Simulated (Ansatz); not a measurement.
**AsHF₂ (triplet): wave-function methods side by side, cc-pVDZ**

Aim: climb from Hartree-Fock through coupled cluster for AsHF₂ (triplet) at one geometry and basis, and see what each rung misses.

The runs use Ansatz 0.2.0, Gaussian basis; cc-pVDZ, core rule «outside noble gas», up to 16 orbitals frozen.

The runs, in order: UHF; CCSD(T) on ROHF; CCSD(T) on UHF; BCCD(T) on ROHF; CISD as a restricted active space (open shells left free, so some higher excitations enter); CCSDT(Q) on ROHF; CCSDT(Q) on UHF.

14 further runs of the same task are left out: 8 for a known fault of the program, 6 set aside as unsound or not needed. Runs told in other sessions of the task aren't counted.

## 1. The system

The geometry is a PBE0/def2-TZVP stationary point (not a proven minimum). No spin-orbit coupling is included. The filled d shell of As may be among the frozen orbitals whatever the setting's name suggests.

4 atoms, charge 0, spin multiplicity 3.

Atoms are counted from 1 here; the program's logs count them from 0.

Bond lengths: As1–F2 1.793 Å, As1–F3 1.793 Å, As1–H4 1.510 Å. Angles: F2–As1–F3 161.7°, F2–As1–H4 99.2°, F3–As1–H4 99.2°.

Geometry (Å):

```xyz
4
charge 0, multiplicity 3
As    0.00000   -0.08197    0.00000
F     0.00000    0.20386   -1.76971
F     0.00000    0.20386    1.76971
H     0.00000   -1.59199    0.00000
```

## 2. UHF

Contents of in.yaml:

```yaml
crystal:
  periodic: [false, false, false]
  atoms:
    - {symbol: As, position_ang: [0.000000, -0.081970, 0.000000]}
    - {symbol: F, position_ang: [0.000000, 0.203857, -1.769710]}
    - {symbol: F, position_ang: [0.000000, 0.203857, 1.769710]}
    - {symbol: H, position_ang: [0.000000, -1.591993, 0.000000]}
basis:
  gaussian: {orbitals: cc-pVDZ}
magnetization: {spin_polarized: true, initial_magnetization: 2}
hamiltonian: {xc: hf}
output: {orbitals: {seedname: orbitals}}
```

Started as:

```sh
$ ansatz run in.yaml --threads 1 --pin off --events-out ev --progress --plain --max-ram 4096MiB --backend cpu
```

After this run come: CCSD(T) on ROHF; CCSD(T) on UHF; BCCD(T) on ROHF; CISD as a restricted active space (open shells left free, so some higher excitations enter); CCSDT(Q) on ROHF; CCSDT(Q) on UHF.

Q: Predict the results of all the runs planned. Wanted: UCCSDT(Q) from the RHF energy; RMP2 from UCCSDT(Q); UMP2 from UCCSDT(Q); RCCSD from UCCSDT(Q); RCCSD(T) from UCCSDT(Q); UCCSD(T) from UCCSDT(Q); RCCSDT(Q) from UCCSDT(Q); T1 diagnostic.

The runs gave:

| quantity | value |
| --- | --- |
| UCCSDT(Q) from the ROHF energy | -13.7235 eV |
| RMP2 from UCCSDT(Q) | +16.30 kcal/mol |
| UMP2 from UCCSDT(Q) | +17.46 kcal/mol |
| RCCSD from UCCSDT(Q) | +7.94 kcal/mol |
| RCCSD(T) from UCCSDT(Q) | +1.62 kcal/mol |
| UCCSD(T) from UCCSDT(Q) | +1.54 kcal/mol |
| RCCSDT(Q) from UCCSDT(Q) | +0.29 kcal/mol |
| levels within 1 kcal/mol (43 meV) | UCCSDT, RCCSDT(Q) |
| T1 diagnostic | 0.024 |

In words: RCCSD(T) lands +1.62 kcal/mol from the yardstick (0.5 % of the correlation energy). These misses are within one basis, not against nature; the frozen cores of restricted and unrestricted runs differ, which can shift their rows.
